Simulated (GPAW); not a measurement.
Crystal: ScSi2.

```xyz
3
Lattice="3.6600 0.0000 0.0000 -1.8300 3.1697 0.0000 0.0000 0.0000 3.8700" Properties=species:S:1:pos:R:3 pbc="T T T"
Sc    0.0000    0.0000    0.0000
Si    1.8300    1.0566    1.9350
Si    0.0000    2.1131    1.9350
```

* Program: GPAW 26.7.0
* Task: relaxation of cell and atoms
* Functional: PBEsol
* Dispersion: D4
* Potentials or basis: PAW data sets generated in the run's folder for this functional
* Cutoff: 600 eV
* Basis: pw
* k mesh: 8 × 8 × 7
* Occupations: gaussian, width 0.05 eV
* Spin: no spin polarisation

At the start: pressure 19.6 GPa; volume 14.97 Å³/atom.

Problem. How do energy, volume and symmetry change on relaxing?

Solution. Over 11 steps the energy falls by 240.2 meV/atom and the volume is 16.09 Å³/atom (+7.5 %); space group P6/mmm (No. 191, to 0.05 Å).

Step by step:
| step | energy change (eV) | largest force (eV/Å) | pressure (GPa) | volume (Å³) |
| --- | --- | --- | --- | --- |
| 1 | 0.0000 | 0.0000 | 19.59 | 44.90 |
| 2 | -0.2277 | 0.0000 | 13.68 | 46.08 |
| 3 | -0.5880 | 0.0000 | -0.31 | 49.86 |
| 4 | -0.6175 | 0.0000 | -2.69 | 50.65 |
| 5 | -0.6381 | 0.0000 | -3.83 | 51.00 |
| 6 | -0.6633 | 0.0000 | -4.03 | 50.86 |
| 7 | -0.6926 | 0.0000 | -3.11 | 49.71 |
| 8 | -0.7107 | 0.0000 | -2.49 | 49.42 |
| 9 | -0.7180 | 0.0000 | -0.30 | 48.53 |
| 10 | -0.7205 | 0.0000 | -0.12 | 48.32 |
| 11 | -0.7205 | 0.0000 | 0.00 | 48.26 |

Final structure:
```xyz
3
Lattice="3.9891 0.0000 0.0000 -1.9945 3.4546 0.0000 0.0000 0.0000 3.5018" Properties=species:S:1:pos:R:3 pbc="T T T"
Sc    0.0000    0.0000    0.0000
Si    1.9945    1.1515    1.7509
Si    0.0000    2.3031    1.7509
```

Caveat: later steps reuse the first step's grids; pairwise dispersion overbinds metals, which lowers pressure and volume.
